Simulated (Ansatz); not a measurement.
# TiPd (Pm-3m): relaxation of cell and ions

What cell does TiPd (Pm-3m) relax to? Aim: a relaxation of cell and ions, for TiPd (Pm-3m), run from a script.

All numbers are computed with the Python package of Ansatz 0.2.0. Level of theory: DFT PBEsol, plane waves, PAW.

## (1) Starting point

Symmetry: Pm-3m, No. 221, cubic system. Conventional cell: a = 3.180 Å, b = 3.180 Å, c = 3.180 Å, α = 90.00°, β = 90.00°, γ = 90.00°. Ti (site symmetry m-3m) has 8 Pd at 2.75 Å as nearest neighbours. Pd (site symmetry m-3m) is surrounded by 8 Ti at 2.75 Å.

Input file tipd.vasp:

```text
TiPd
1.0
   3.18000000    0.00000000    0.00000000
   0.00000000    3.18000000    0.00000000
   0.00000000    0.00000000    3.18000000
Ti Pd
1 1
Direct
   0.50000000    0.50000000    0.50000000
   0.00000000    0.00000000    0.00000000
```

## (2) The code

Contents of run_vcrelax.py:

```python
import logging
import sys
import warnings

import ansatz as az
from ase.data import atomic_numbers
from ase.io import read
import matplotlib.pyplot as plt
import numpy as np
import spglib

logging.basicConfig(stream=sys.stdout, format="%(levelname)s %(message)s")
log = logging.getLogger("ansatz_job")
log.setLevel(logging.INFO)

def edges_and_angles(cell):
    cell = np.asarray(cell)
    a, b, c = np.linalg.norm(cell, axis=1)
    cosines = cell[1] @ cell[2] / (b * c), cell[0] @ cell[2] / (a * c), cell[0] @ cell[1] / (a * b)
    return (a, b, c, *np.degrees(np.arccos(cosines)))

warnings.simplefilter("ignore", az.DeckWarning)

atoms = read("tipd.vasp", format="vasp")
cell = az.Crystal.from_ase(atoms)

setup = (
    cell.calculation()
    .occupations("fermi_dirac")
    .scf(tolerance=1e-07, algorithm="density_mixing")
    .kpoints(length=20)
    .functional("pbesol")
    .relax(force_tolerance=0.001, max_displacement=0.1, cell=True)
    .density_of_states(energy_step=0.05, projected=True)
)
steps = []


def follow(event):
    if event["event"] != "relax_step":
        return
    row = event["data"]
    steps.append(row)
    log.info(f"step {row['step']:3d}  E = {row['lagrangian_ev']:.5f} eV  largest force component = {row['allowed_force_max_ev_ang']:.4f} eV/A  P = {row['pressure_gpa']:.3f} GPa")


res = setup.session().plan(threads=1).execute(on_event=follow)
summary = res.report

first, last = steps[0], steps[-1]
symbols = [site.symbol for site in res.lattice.sites]
log.info(f"energy gained {first['lagrangian_ev'] - last['lagrangian_ev']:.4f} eV in {len(steps) - 1} steps")
for label, vectors in (("before", first["cell_ang"]), ("after", res.lattice.cell_ang)):
    print(label, "a b c (A) {:.4f} {:.4f} {:.4f}  angles {:.2f} {:.2f} {:.2f}".format(*edges_and_angles(vectors)), f" V = {abs(np.linalg.det(vectors)):.3f} A^3")
print("final stress xx yy zz (GPa, compression positive):", np.round(np.diag(summary["stress_gpa"]), 3) + 0.0)

change = np.array(last["positions_ang"]) @ np.linalg.inv(last["cell_ang"]) - np.array(first["positions_ang"]) @ np.linalg.inv(first["cell_ang"])
moved = np.linalg.norm(change @ np.array(last["cell_ang"]), axis=1)
print("displacement within the cell, strain taken out (A):", " ".join(f"{s}:{d:.3f}" for s, d in zip(symbols, moved)))

fig, (top, bottom) = plt.subplots(2, 1, sharex=True, figsize=(4.5, 4))
top.plot([s["lagrangian_ev"] - last["lagrangian_ev"] for s in steps], "o-")
top.set_ylabel("E - E(final) (eV)")
bottom.semilogy([max(s["allowed_force_max_ev_ang"], 1e-6) for s in steps], "s-")
bottom.set(xlabel="step", ylabel="largest force (eV/A)")
fig.tight_layout()
fig.savefig("relax.png", dpi=100)

log.info("atom   start x y z (A)              end x y z (A)")
for symbol, a, b in zip(symbols, first["positions_ang"], last["positions_ang"]):
    print(f"{symbol:3s}", " ".join(f"{v:8.4f}" for v in a), "  ", " ".join(f"{v:8.4f}" for v in b))

for key in ("converged", "n_iterations", "n_electrons", "n_kpoints", "n_pw", "n_symmetry_ops", "free_energy_ev", "fermi_energy_ev"):
    log.info(f"{key:18s} {summary[key]}")

dos = res.density_of_states()
energy = np.asarray(dos.energies_ev) - dos.fermi_ev
window = (energy > -12) & (energy < 3)
for index, site in enumerate(res.projected_density_of_states().sites):
    for shell in site.shells:
        if shell.l == 2:
            g = sum(np.sum(part.g_bin_mean_per_ev, axis=0) for part in shell.curves)[window]
            if g.sum() > 1e-6:
                centre = (g * energy[window]).sum() / g.sum()
                width = np.sqrt((g * (energy[window] - centre) ** 2).sum() / g.sum())
                log.info(f"site {index} {site.species} {shell.label}: centre {centre:.3f} eV, rms width {width:.3f} eV")

spg_cell = (res.lattice.cell_ang, [s.position_frac for s in res.lattice.sites], [atomic_numbers[s.symbol] for s in res.lattice.sites])
found = spglib.get_symmetry_dataset(spg_cell, symprec=1e-3)
print(found.international, found.number, "point group", found.pointgroup)
for site, letter, group in zip(res.lattice.sites, found.wyckoffs, found.site_symmetry_symbols):
    log.info(f"  {site.symbol:2s} Wyckoff {letter}  site symmetry {group}")
```

## (3) What the engine is handed

The engine receives this input:

```yaml
crystal:
  lattice:
    - [3.18, 0.0, 0.0]
    - [0.0, 3.18, 0.0]
    - [0.0, 0.0, 3.18]
  atoms:
    - { symbol: Ti, position: [0.5, 0.5, 0.5] }
    - { symbol: Pd, position: [0.0, 0.0, 0.0] }
kpoints:
  mp_grid:
    grid: [6, 6, 6]
hamiltonian:
  xc: pbesol
scf:
  algorithm: density_mixing
  convergence:
    dr2_threshold: 1.0e-07
  occupations:
    method: fermi_dirac
relax:
  f_tol: 0.001
  max_displacement: 0.1
  cell: {}
output:
  dos:
    de: 0.05
    projected: true
```

## (4) Running it

Command:

```
> python run_vcrelax.py
```

Log:

```text
INFO step   1  E = -9381.53570 eV  largest force component = 0.0000 eV/A  P = -7.005 GPa
INFO step   2  E = -9381.53048 eV  largest force component = 0.0000 eV/A  P = 9.031 GPa
INFO step   3  E = -9381.56882 eV  largest force component = 0.0000 eV/A  P = -0.651 GPa
INFO step   4  E = -9381.56909 eV  largest force component = 0.0000 eV/A  P = 0.057 GPa
INFO step   5  E = -9381.56909 eV  largest force component = 0.0000 eV/A  P = 0.001 GPa
INFO step   6  E = -9381.56877 eV  largest force component = 0.0000 eV/A  P = 0.015 GPa
INFO energy gained 0.0331 eV in 5 steps
before a b c (A) 3.1800 3.1800 3.1800  angles 90.00 90.00 90.00  V = 32.157 A^3
after a b c (A) 3.1314 3.1314 3.1314  angles 90.00 90.00 90.00  V = 30.706 A^3
final stress xx yy zz (GPa, compression positive): [0.015 0.015 0.015]
displacement within the cell, strain taken out (A): Ti:0.000 Pd:0.000
INFO atom   start x y z (A)              end x y z (A)
Ti    1.5900   1.5900   1.5900      1.5657   1.5657   1.5657
Pd    0.0000   0.0000   0.0000     -0.0000  -0.0000  -0.0000
INFO converged          True
INFO n_iterations       6
INFO n_electrons        30.0
INFO n_kpoints          20
INFO n_pw               619
INFO n_symmetry_ops     48
INFO free_energy_ev     -9381.568772569344
INFO fermi_energy_ev    17.843524191672184
INFO site 0 Ti 3D: centre 0.083 eV, rms width 1.998 eV
INFO site 1 Pd 4D: centre -3.520 eV, rms width 1.643 eV
Pm-3m 221 point group m-3m
INFO   Ti Wyckoff b  site symmetry m-3m
INFO   Pd Wyckoff a  site symmetry m-3m
```

Run time: 7.2 s. Hardware: 1 thread of Arm Neoverse V1, shared host; peak memory 0.45 GiB.

## (5) Size and end state of the run

The report of the run holds:

```
                                                                  item        value
                                                     SCF cycles in all           36
                                                       k-points solved           20
                                                           plane waves          619
                                                                 bands           19
                                                     valence electrons           30
                                                      free energy (eV)  -9381.56877
                                                      Fermi level (eV)       17.844
lowest empty less highest filled level on the mesh, by band count (eV)       -2.290
                              pressure (GPa; positive when compressed)         0.01
```

## (6) How the relaxation went

The steps of the relaxation:

| step | energy from step 1 (eV/cell) | largest force component (eV/Å) | pressure (GPa) | volume (Å³) |
| --- | --- | --- | --- | --- |
| 1 | 0.0000 | 0.0000 | -7.00 | 32.16 |
| 2 | 0.0052 | 0.0000 | 9.03 | 29.26 |
| 3 | -0.0331 | 0.0000 | -0.65 | 30.83 |
| 4 | -0.0334 | 0.0000 | 0.06 | 30.70 |
| 5 | -0.0334 | 0.0000 | 0.00 | 30.71 |
| 6 | -0.0331 | 0.0000 | 0.01 | 30.71 |

Step 1 is the start. Step 6 repeats the geometry before it on a plane-wave basis chosen anew for that cell, so its energy need not be comparable with the rows above. Step 2 was tried and not accepted.

|  | before | after | change |
| --- | --- | --- | --- |
| a (Å) | 3.180 | 3.131 | -1.5 % |
| b (Å) | 3.180 | 3.131 | -1.5 % |
| c (Å) | 3.180 | 3.131 | -1.5 % |
| volume (Å³/atom) | 16.08 | 15.35 | -4.5 % |
| shortest distance (Å) | 2.754 | 2.712 | -1.5 % |
| space group (0.01 Å) | Pm-3m | Pm-3m | same |

The run keeps the 48 symmetry operations of the start, so it could not have lowered the symmetry.

## (7) Outcome

| quantity | value |
| --- | --- |
| free energy | -9381.5688 eV (-4690.7844 eV/atom) |
| moves of the relaxation | 3 |
| energy gained (ahead of the last change of basis) | 16.7 meV/atom |
| last largest force component | 0.0000 eV/Å |
| relaxed conventional cell | a = 3.131 Å, b = 3.131 Å, c = 3.131 Å, α = 90.00°, β = 90.00°, γ = 90.00° |
| space group at the end | Pm-3m |

In words: Over 3 moves the cell shrank by 4.5 % in volume, and the space group stayed Pm-3m. No spin polarisation was allowed. Forces vanish by symmetry, so the ions can't move, and the end may be a saddle. For a metal this k-point mesh is coarse: on a finer one energies can move by several to tens of meV an atom and pressures by half a GPa or more, differences at one mesh by less. Only differences from the Fermi energy are physical; the zero of the scale is a convention. Projections exist only for the shells that the potentials hold, some of them semicore, and samples at single energies can miss narrow peaks. Energies along a relaxation are free energies. Rows at an unchanged volume are solved on a plane-wave basis chosen afresh for that cell, so the energy jumps there and such rows are no steps of the walk. The program warned that this SCF threshold is loose for forces or stresses. The computed bands are complete only to about 1.6 eV above the Fermi level; beyond that the density of states is undercounted. A band centre counts only the states inside the window taken.
